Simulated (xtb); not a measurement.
# GFN1-xTB run of C4H9GeN (Ge(CN)Me3)

We compute a structure relaxation of C4H9GeN (Ge(CN)Me3). 

Program for the calculation: xtb 6.7.1 later snapshot.

## Step 1: Starting point

C4H9GeN has 15 atoms, charge 0, and is taken as a singlet. As SMILES, `[CH3][Ge]([CH3])([CH3])[C]#N`. All atoms were displaced at random from a relaxed shape. The run starts from this shape.

Bond lengths: Ge1–C2 1.978 Å, C2–N3 1.143 Å, Ge1–C4 2.153 Å, Ge1–C8 1.983 Å, Ge1–C12 1.912 Å, C4–H5 1.098 Å, C4–H6 1.091 Å, C4–H7 0.983 Å, C8–H9 0.886 Å, C8–H10 1.095 Å, C8–H11 1.089 Å, C12–H13 1.034 Å, C12–H14 1.219 Å, C12–H15 1.061 Å. Some angles: Ge1–C2–N3 174.6°, C2–Ge1–C4 104.0°, C2–Ge1–C8 109.6°, C2–Ge1–C12 105.4°, C4–Ge1–C8 111.0°, C4–Ge1–C12 114.9°, C8–Ge1–C12 111.4°, Ge1–C4–H5 99.3°, Ge1–C4–H6 102.5°, Ge1–C4–H7 101.9°.

## Step 2: A structure relaxation at GFN1-xTB

Contents of xcontrol:

```
$chrg 0
$spin 0
$opt
   engine=inertial
$end
```

Contents of start.xyz:

```xyz
15

Ge    -0.04669000     0.00370000     0.15849000
C     -0.03389000    -0.03826000     2.13621000
N      0.01720000     0.03648000     3.27541000
C      2.03861000     0.03762000    -0.37535000
H      1.94235000     0.00470000    -1.46879000
H      2.41066000    -0.88926000     0.06459000
H      2.32196000     0.91307000    -0.02848000
C     -0.96746000     1.64524000    -0.46470000
H     -0.93837000     1.77776000    -1.33986000
H     -0.49706000     2.51212000     0.01038000
H     -1.99943000     1.65366000    -0.11680000
C     -0.99041000    -1.57054000    -0.37735000
H     -1.96511000    -1.61708000    -0.03648000
H     -0.40377000    -2.59972000    -0.08951000
H     -1.02424000    -1.61867000    -1.43660000
```

Started as:

```console
$ xtb start.xyz --input xcontrol -o tight --gfn 1 > start.out 2> xtb.err
```

What values should one expect? Wanted: total energy at the end; dipole moment; HOMO energy; LUMO energy; HOMO–LUMO gap; dispersion energy.

Answer, from the run:

Level: GFN1-xTB.

| quantity | value |
| --- | --- |
| total energy at the end | -18.11628 Eh |
| dipole moment | 4.31 D |
| HOMO energy | -12.24 eV |
| LUMO energy | -6.65 eV |
| HOMO–LUMO gap | 5.59 eV |
| dispersion energy | -15.06 kJ/mol |

What this shows: At the final geometry: Bond lengths: Ge1–C2 1.923 Å, C2–N3 1.153 Å, Ge1–C4 1.964 Å, Ge1–C8 1.963 Å, Ge1–C12 1.964 Å, C4–H5 1.092 Å, C4–H6 1.092 Å, C4–H7 1.092 Å, C8–H9 1.092 Å, C8–H10 1.092 Å, C8–H11 1.092 Å, C12–H13 1.092 Å, C12–H14 1.091 Å, C12–H15 1.093 Å. Some angles: Ge1–C2–N3 179.3°, C2–Ge1–C4 106.9°, C2–Ge1–C8 107.4°, C2–Ge1–C12 107.8°, C4–Ge1–C8 111.4°, C4–Ge1–C12 111.8°, C8–Ge1–C12 111.2°, Ge1–C4–H5 110.5°, Ge1–C4–H6 111.9°, Ge1–C4–H7 111.8°. The optimisation took 97 steps and changed the energy by -2.008 eV.
